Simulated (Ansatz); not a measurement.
# CH2AlOS radical: an energy map over bond length O1–Al2 and bond length O1–H5

Aim: map the energy of CH2AlOS, SMILES [OH][Al]1[CH][S]1, spin multiplicity 2 over two coordinates, and find its wells, ridges and stiffness.

Computed with Ansatz 0.2.0. Level: UKS wB97X-V/def2-SVP.

### 1 Starting geometry

SMILES `[OH][Al]1[CH][S]1`, 6 atoms, charge 0, spin multiplicity 2.

Atoms are counted from 1 here; the program's logs count them from 0.

Bond lengths: O1–Al2 1.701 Å, O1–H5 0.970 Å, Al2–C3 1.828 Å, Al2–S4 2.205 Å, C3–S4 1.845 Å, C3–H6 1.098 Å. Angles: Al2–O1–H5 124.1°, O1–Al2–C3 158.5°, O1–Al2–S4 148.1°, C3–Al2–S4 53.5°, Al2–C3–S4 73.8°, Al2–C3–H6 166.5°, S4–C3–H6 119.7°, Al2–S4–C3 52.8°.

As a file:

```
O     0.4091    1.1522   -1.6729
Al    0.0735    0.2059   -0.2995
C    -0.5374   -0.2065    1.3735
S     0.1824   -1.7618    0.6891
H     0.8457    0.8160   -2.4716
H    -0.9733   -0.2059    2.3815
```

This geometry comes from a loose relaxation at PBE in a small basis, which is not shown.

### 2 Relaxing the molecule

input.yaml

```yaml
crystal:
  periodic: [false, false, false]
  atoms:
    - { symbol: O, position_ang: [0.409082, 1.152234, -1.672892] }
    - { symbol: Al, position_ang: [0.073478, 0.205886, -0.299481] }
    - { symbol: C, position_ang: [-0.537433, -0.206525, 1.37345] }
    - { symbol: S, position_ang: [0.182422, -1.761769, 0.689073] }
    - { symbol: H, position_ang: [0.845735, 0.816038, -2.471607] }
    - { symbol: H, position_ang: [-0.973285, -0.205863, 2.381457] }
magnetization:
  spin_polarized: true
  initial_magnetization: 1
basis:
  gaussian: { orbitals: def2-SVP }
hamiltonian:
  xc: { name: wB97X-V }
output:
  forces: true
relax:
  f_tol: 0.003
  max_steps: 120
```

On the command line:

```bash
ansatz run input.yaml --threads 1 --pin off --max-ram 2560MiB --backend cpu --events-out ev --progress --plain --runs-dir out
```

Standard output (excerpt; [...] marks lines left out):

```text
Warning: RAYON_NUM_THREADS=1 ignored (pool sized by the plan → 1); use --threads N
[...]
Functional definition: wB97X-V
[...]
      + integral(e_c_pw_opposite_spin*poly(b97_u_opposite, cos0, cos1)) + vv10(b, c)
754 factors; integrals over basis functions are off by at most 3.6e-4 eV
235 factors; integrals over basis functions are off by at most 7.5e-7 eV
[...]
mean field -20536.91248959 eV, -754.7176135731 hartree, gradient 8.5e-5 eV, S^2 0.758512; 0 other end points of the search recorded, 0 dependent functions left out
[...]
reference -20536.91248793 eV, -754.7176135121 hartree; 23, 22 occupied and 51, 52 virtual orbitals, 754 factors
relax step   1: F+E_penalty+E_count = -20536.91248959 eV  Δ(F+E_penalty+E_count) = +0.000e0 eV  max|allowed force component| = 8.141e-1 eV/Å  Δτ_max = 0.0000 Å  (32 SCF iters, accepted)
[...]
relax step   3: F+E_penalty+E_count = -20536.93574743 eV  Δ(F+E_penalty+E_count) = -4.791e-3 eV  max|allowed force component| = 1.155e-1 eV/Å  Δτ_max = 0.0139 Å  (34 SCF iters, accepted)
[...]
relax step   5: F+E_penalty+E_count = -20536.93806113 eV  Δ(F+E_penalty+E_count) = -2.314e-3 eV  max|allowed force component| = 3.540e-2 eV/Å  Δτ_max = 0.0188 Å  (33 SCF iters, accepted)
[...]
relax step   7: F+E_penalty+E_count = -20536.93964526 eV  Δ(F+E_penalty+E_count) = -1.922e-4 eV  max|allowed force component| = 2.476e-2 eV/Å  Δτ_max = 0.0095 Å  (33 SCF iters, accepted)
[...]
relax step   9: F+E_penalty+E_count = -20536.93967853 eV  Δ(F+E_penalty+E_count) = -9.739e-6 eV  max|allowed force component| = 3.668e-3 eV/Å  Δτ_max = 0.0012 Å  (27 SCF iters, accepted)
[...]
relax step  10: F+E_penalty+E_count = -20536.93967881 eV  Δ(F+E_penalty+E_count) = -2.783e-7 eV  max|allowed force component| = 7.519e-4 eV/Å  Δτ_max = 0.0002 Å  (25 SCF iters, accepted)
754 factors; integrals over basis functions are off by at most 3.5e-4 eV
235 factors; integrals over basis functions are off by at most 7.7e-7 eV
[...]
mean field -20536.93967881 eV, -754.7186127586 hartree, gradient 2.3e-5 eV, S^2 0.758228; 1 other end points of the search recorded, 0 dependent functions left out
[...]
reference -20536.93967715 eV, -754.7186126976 hartree; 23, 22 occupied and 51, 52 virtual orbitals, 754 factors
Total energy: -20536.93967715 eV, -754.7186126976 hartree
Atom 0 at     0.418318     1.099517    -1.661200 Å, force     0.000026     0.000063    -0.000016 eV/Å
Atom 1 at     0.078017     0.183008    -0.295884 Å, force    -0.000142    -0.000139     0.000321 eV/Å
Atom 2 at    -0.536249    -0.210804     1.373613 Å, force     0.000248     0.000272    -0.000752 eV/Å
Atom 3 at     0.172027    -1.743246     0.701221 Å, force     0.000103    -0.000194    -0.000086 eV/Å
Atom 4 at     0.839508     0.871699    -2.491921 Å, force    -0.000014    -0.000020     0.000019 eV/Å
Atom 5 at    -0.971622    -0.200174     2.374171 Å, force    -0.000220     0.000017     0.000513 eV/Å
Dipole moment:     0.162005     0.234691    -0.522745 e Å
```

It took 59 s on 1 thread of AMD EPYC 9R45 (Zen 5), shared host; peak memory 0.32 GiB.

Relaxation path: (the energy doesn't fall at every step)

```
step  energy from step 1 (eV)  largest force component (eV/Å)
   1                   0.0000                          0.8141
   2                  -0.0185                          0.3375
   3                  -0.0233                          0.1155
   4                  -0.0202                          0.4652
   5                  -0.0256                          0.0354
   6                  -0.0270                          0.0688
   7                  -0.0272                          0.0248
   8                  -0.0272                          0.0115
   9                  -0.0272                          0.0037
  10                  -0.0272                          0.0008
```

Close pairs (by a distance rule), those that changed most:

```
  bond  before (Å)  after (Å)  change (Å)
Al2–S4       2.205      2.171      -0.034
 C3–S4       1.845      1.817      -0.028
O1–Al2       1.701      1.679      -0.022
 O1–H5       0.970      0.959      -0.012
 C3–H6       1.098      1.091      -0.007
Al2–C3       1.828      1.822      -0.006
```

### 3 The grid

- bond length O1–Al2: 9 values from 1.478 to 2.099 Å
- bond length O1–H5: 9 values from 0.825 to 1.342 Å

Nothing else is relaxed (all other coordinates rigid). Energies count from the relaxed molecule at the same level. Points are written as (first, second).

Below, 3 of the grid's runs; all are launched alike.

### 4 The run at (1.633 Å, 1.148 Å)

input.yaml

```yaml
crystal:
  periodic: [false, false, false]
  atoms:
    - { symbol: O, position_ang: [0.418318, 1.099517, -1.6612] }
    - { symbol: Al, position_ang: [0.087389, 0.208251, -0.333488] }
    - { symbol: C, position_ang: [-0.526877, -0.185562, 1.33601] }
    - { symbol: S, position_ang: [0.1814, -1.718003, 0.663618] }
    - { symbol: H, position_ang: [0.922594, 0.826759, -2.655792] }
    - { symbol: H, position_ang: [-0.962249, -0.174931, 2.336567] }
magnetization:
  spin_polarized: true
  initial_magnetization: 1
basis:
  gaussian: { orbitals: def2-SVP }
hamiltonian:
  xc: { name: wB97X-V }
output:
  forces: true
```

On the command line:

```bash
ansatz run input.yaml --threads 1 --pin off --max-ram 2560MiB --backend cpu --events-out ev --progress --plain --runs-dir out
```

Standard output (excerpt; [...] marks lines left out):

```text
Warning: RAYON_NUM_THREADS=1 ignored (pool sized by the plan → 1); use --threads N
[...]
Functional definition: wB97X-V
[...]
      + integral(e_c_pw_opposite_spin*poly(b97_u_opposite, cos0, cos1)) + vv10(b, c)
695 factors; integrals over basis functions are off by at most 1.0e-3 eV
208 factors; integrals over basis functions are off by at most 1.0e-5 eV
[...]
mean field -20536.22947246 eV, -754.6925131565 hartree, gradient 8.8e-5 eV, S^2 0.758127; 0 other end points of the search recorded, 0 dependent functions left out
[...]
reference -20536.22947078 eV, -754.6925130948 hartree; 23, 22 occupied and 51, 52 virtual orbitals, 695 factors
Total energy: -20536.22947078 eV, -754.6925130948 hartree
Atom 0 at     0.418318     1.099517    -1.661200 Å, force     2.861276    -0.289370    -6.436845 eV/Å
Atom 1 at     0.087389     0.208251    -0.333488 Å, force    -0.311972    -0.960497     1.327421 eV/Å
Atom 2 at    -0.526877    -0.185562     1.336010 Å, force    -0.009440    -0.011547     0.029119 eV/Å
Atom 3 at     0.181400    -1.718003     0.663618 Å, force    -0.005729    -0.028157     0.031039 eV/Å
Atom 4 at     0.922594     0.826759    -2.655792 Å, force    -2.534427     1.295670     5.046083 eV/Å
Atom 5 at    -0.962249    -0.174931     2.336567 Å, force     0.000292    -0.006099     0.003184 eV/Å
Dipole moment:     0.199048     0.253909    -0.620562 e Å
```

It took 7.5 s on 1 thread of AMD EPYC 9R45 (Zen 5), shared host; peak memory 0.3 GiB.

Energy on the map's scale: 69 kJ/mol.

### 5 Point (1.711 Å, 1.148 Å)

input.yaml

```yaml
crystal:
  periodic: [false, false, false]
  atoms:
    - { symbol: O, position_ang: [0.418318, 1.099517, -1.6612] }
    - { symbol: Al, position_ang: [0.071582, 0.165679, -0.27007] }
    - { symbol: C, position_ang: [-0.542683, -0.228133, 1.399428] }
    - { symbol: S, position_ang: [0.165593, -1.760574, 0.727036] }
    - { symbol: H, position_ang: [0.922594, 0.826759, -2.655792] }
    - { symbol: H, position_ang: [-0.978056, -0.217502, 2.399985] }
magnetization:
  spin_polarized: true
  initial_magnetization: 1
basis:
  gaussian: { orbitals: def2-SVP }
hamiltonian:
  xc: { name: wB97X-V }
output:
  forces: true
```

On the command line:

```bash
ansatz run input.yaml --threads 1 --pin off --max-ram 2560MiB --backend cpu --events-out ev --progress --plain --runs-dir out
```

Standard output (excerpt; [...] marks lines left out):

```text
Warning: RAYON_NUM_THREADS=1 ignored (pool sized by the plan → 1); use --threads N
[...]
Functional definition: wB97X-V
[...]
      + integral(e_c_pw_opposite_spin*poly(b97_u_opposite, cos0, cos1)) + vv10(b, c)
695 factors; integrals over basis functions are off by at most 1.0e-3 eV
209 factors; integrals over basis functions are off by at most 1.0e-5 eV
[...]
mean field -20536.25647191 eV, -754.6935053680 hartree, gradient 2.1e-5 eV, S^2 0.758301; 0 other end points of the search recorded, 0 dependent functions left out
[...]
reference -20536.25647022 eV, -754.6935053061 hartree; 23, 22 occupied and 51, 52 virtual orbitals, 695 factors
Total energy: -20536.25647022 eV, -754.6935053061 hartree
Atom 0 at     0.418318     1.099517    -1.661200 Å, force     2.257694    -1.508039    -4.271880 eV/Å
Atom 1 at     0.071582     0.165679    -0.270070 Å, force     0.254118     0.348564    -0.807821 eV/Å
Atom 2 at    -0.542683    -0.228133     1.399428 Å, force     0.000963    -0.011537     0.005037 eV/Å
Atom 3 at     0.165593    -1.760574     0.727036 Å, force    -0.004907     0.000103     0.011317 eV/Å
Atom 4 at     0.922594     0.826759    -2.655792 Å, force    -2.505476     1.161084     5.063994 eV/Å
Atom 5 at    -0.978056    -0.217502     2.399985 Å, force    -0.002392     0.009825    -0.000646 eV/Å
Dipole moment:     0.182193     0.217317    -0.558494 e Å
```

Run time: 7.8 s. Hardware: 1 thread of AMD EPYC 9R45 (Zen 5), shared host; peak memory 0.3 GiB.

Energy on the map's scale: 66 kJ/mol.

### 6 The run at (1.711 Å, 0.954 Å)

input.yaml: that of step 5 with these lines changed.

```diff
@@ -7,3 +7,3 @@
     - { symbol: S, position_ang: [0.165593, -1.760574, 0.727036] }
-    - { symbol: H, position_ang: [0.922594, 0.826759, -2.655792] }
+    - { symbol: H, position_ang: [0.837376, 0.872852, -2.487716] }
     - { symbol: H, position_ang: [-0.978056, -0.217502, 2.399985] }
```

On the command line:

```bash
ansatz run input.yaml --threads 1 --pin off --max-ram 2560MiB --backend cpu --events-out ev --progress --plain --runs-dir out
```

Standard output (excerpt; [...] marks lines left out):

```text
Warning: RAYON_NUM_THREADS=1 ignored (pool sized by the plan → 1); use --threads N
[...]
Functional definition: wB97X-V
[...]
      + integral(e_c_pw_opposite_spin*poly(b97_u_opposite, cos0, cos1)) + vv10(b, c)
696 factors; integrals over basis functions are off by at most 8.5e-4 eV
208 factors; integrals over basis functions are off by at most 8.4e-6 eV
[...]
mean field -20536.92338088 eV, -754.7180138209 hartree, gradient 8.4e-5 eV, S^2 0.758298; 0 other end points of the search recorded, 0 dependent functions left out
[...]
reference -20536.92337922 eV, -754.7180137598 hartree; 23, 22 occupied and 51, 52 virtual orbitals, 696 factors
Total energy: -20536.92337922 eV, -754.7180137598 hartree
Atom 0 at     0.418318     1.099517    -1.661200 Å, force    -0.342984    -0.364874     1.023683 eV/Å
Atom 1 at     0.071582     0.165679    -0.270070 Å, force     0.206620     0.472840    -0.776317 eV/Å
Atom 2 at    -0.542683    -0.228133     1.399428 Å, force     0.004309     0.000650    -0.010389 eV/Å
Atom 3 at     0.165593    -1.760574     0.727036 Å, force     0.000709     0.010745    -0.008388 eV/Å
Atom 4 at     0.837376     0.872852    -2.487716 Å, force     0.132678    -0.125810    -0.227621 eV/Å
Atom 5 at    -0.978056    -0.217502     2.399985 Å, force    -0.001332     0.006449    -0.000969 eV/Å
Dipole moment:     0.155066     0.218854    -0.496707 e Å
```

It took 7.4 s on 1 thread of AMD EPYC 9R45 (Zen 5), shared host; peak memory 0.3 GiB.

Energy on the map's scale: 1.6 kJ/mol.

### 7 Energy over the grid

81 points were computed. Energies in kJ/mol, from the relaxed molecule at the same level:

```csv
"bond length O1–H5 (Å) ↓, bond length O1–Al2 (Å) →",1.478,1.555,1.633,1.711,1.788,1.866,1.944,2.021,2.099
1.342,279,218,191,187,200,224,254,289,325
1.278,237,176,149,146,159,183,213,248,285
1.213,195,134,107,104,118,142,173,208,245
1.148,156,95,69,66,79,104,135,171,208
1.084,123,63,36,34,47,72,104,139,177
1.019,100,39,12,10,24,49,81,117,155
0.954,91,30,4,2,16,41,73,109,148
0.889,106,45,19,17,31,57,89,126,164
0.825,157,96,70,68,83,108,141,177,217
```

On the same grid, largest force on an atom (eV/Å):

| bond length O1–H5 (Å) ↓, bond length O1–Al2 (Å) → | 1.478 | 1.555 | 1.633 | 1.711 | 1.788 | 1.866 | 1.944 | 2.021 | 2.099 |
| --- | --- | --- | --- | --- | --- | --- | --- | --- | --- |
| 1.342 | 16.5 | 11.4 | 8.1 | 6.8 | 6.8 | 6.7 | 6.7 | 6.6 | 6.6 |
| 1.278 | 16.4 | 11.3 | 8.0 | 6.7 | 6.7 | 6.6 | 6.6 | 6.6 | 6.5 |
| 1.213 | 16.1 | 11.0 | 7.7 | 6.4 | 6.4 | 6.3 | 6.3 | 6.3 | 6.2 |
| 1.148 | 15.5 | 10.4 | 7.1 | 5.8 | 5.7 | 5.7 | 5.7 | 5.6 | 5.6 |
| 1.084 | 14.5 | 9.4 | 5.9 | 4.6 | 4.6 | 4.6 | 4.5 | 4.8 | 4.9 |
| 1.019 | 12.9 | 7.6 | 4.1 | 2.7 | 2.7 | 3.7 | 4.4 | 4.8 | 5.0 |
| 0.954 | 11.0 | 5.5 | 1.7 | 1.1 | 2.8 | 3.9 | 4.6 | 5.0 | 5.1 |
| 0.889 | 11.0 | 5.5 | 5.0 | 5.7 | 7.1 | 8.2 | 8.8 | 9.2 | 9.4 |
| 0.825 | 12.1 | 12.1 | 12.1 | 12.8 | 14.1 | 15.1 | 15.7 | 16.1 | 16.3 |

On the same grid, dipole moment (D):

```tsv
bond length O1–H5 (Å) ↓, bond length O1–Al2 (Å) →	1.478	1.555	1.633	1.711	1.788	1.866	1.944	2.021	2.099
1.342	4.30	3.97	3.61	3.25	2.88	2.51	2.14	1.80	1.46
1.278	4.22	3.89	3.54	3.18	2.81	2.45	2.09	1.75	1.42
1.213	4.12	3.80	3.45	3.10	2.74	2.38	2.03	1.69	1.37
1.148	4.02	3.70	3.36	3.01	2.66	2.30	1.95	1.62	1.30
1.084	3.92	3.60	3.26	2.92	2.57	2.22	1.87	1.54	1.23
1.019	3.81	3.50	3.16	2.82	2.47	2.12	1.78	1.45	1.14
0.954	3.70	3.39	3.06	2.71	2.37	2.02	1.68	1.35	1.04
0.889	3.60	3.28	2.95	2.60	2.26	1.91	1.57	1.24	0.93
0.825	3.49	3.17	2.84	2.49	2.15	1.80	1.46	1.13	0.82
```

### 8 What came out

| quantity | value |
| --- | --- |
| lowest point | (1.711 Å, 0.954 Å), 1.6 kJ/mol |
| highest computed point | (2.099 Å, 1.342 Å), 324 kJ/mol above the lowest |
| largest force on an atom (eV/Å) | 1.1 at (1.711 Å, 0.954 Å) to 16.5 at (1.478 Å, 1.342 Å); 1.1 at the lowest point |
| dipole moment (D) | 0.82 at (2.099 Å, 0.825 Å) to 4.30 at (1.478 Å, 1.342 Å); 2.71 at the lowest point |
| time for the whole task | 11 min on 1 thread, shared host |

In words: The lowest computed point is at (1.711 Å, 0.954 Å), 1.6 kJ/mol from the relaxed molecule at the same level. No other kind of well shows on this grid. The highest computed point, (2.099 Å, 1.342 Å), lies 324 kJ/mol above the lowest. Round the minimum the two coordinates are nearly uncoupled.
